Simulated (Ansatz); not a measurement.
# BAs: a single-point run

Aim: a sound single-point run of BAs. The structure is shown as the input types it.

Program: Ansatz 0.2.0. Level of theory: density functional or hybrid calculation with the settings of its input, plane waves (as first typed). These are calculated values, not measurements.

4 further runs of the same task are left out: 1 for a known fault of the program, 3 that didn't finish.

**1. The system as given**

Symmetry: F-43m, No. 216, cubic system. Conventional cell: a = 4.784 Å, b = 4.784 Å, c = 4.784 Å, α = 90.00°, β = 90.00°, γ = 90.00°. B (site symmetry -43m) is surrounded by 4 As at 2.07 Å. As (site symmetry -43m) has 4 B at 2.07 Å as nearest neighbours.

The input asks for a charge of +2 e on the cell.

As a file:

```xyz
2
Lattice="0.0000 2.3919 2.3919 2.3919 0.0000 2.3919 2.3919 2.3919 0.0000" Properties=species:S:1:pos:R:3 pbc="T T T"
B     0.0000    0.0000    0.0000
As    1.1959    1.1959    1.1959
```

**2. Running it**

input.yaml reads:

```yaml
crystal:
  lattice:
    - [0.0, 2.3918676044, 2.3918676044]
    - [2.3918676044, 0.0, 2.3918676044]
    - [2.3918676044, 2.3918676044, 0.0]
  atoms:
    - { symbol: B, position: [0.0, 0.0, 0.0] }
    - { symbol: As, position: [0.25, 0.25, 0.25] }
kpoints:
  mp_grid: { grid: [6, 6, 6] }
hamiltonian:
  xc: pbe
scf:
  occupations: { method: fixed }
  n_extra_bands: 4
  max_iter: 53
output:
  forces: true
  stress: true
  eigenvalues: true
total_charge: 2
```

Command:

```console
$ ansatz run input.yaml --threads 4 --pin off --max-ram 3686MiB --backend cpu --events-out ev --progress --plain --runs-dir out
```

**Question.** How will this run end, and is anything wrong with its input?

This run ends as converged, with warnings (band overlap at count, metallic iterate, unresolved pair at count). It gives a pressure of 50 GPa, which is large; a structure far from rest gives such values too, whatever the setting.

In the input, total_charge is 2. With this charge the calculation describes a differently charged system.

The test: delete total_charge (the default then holds).
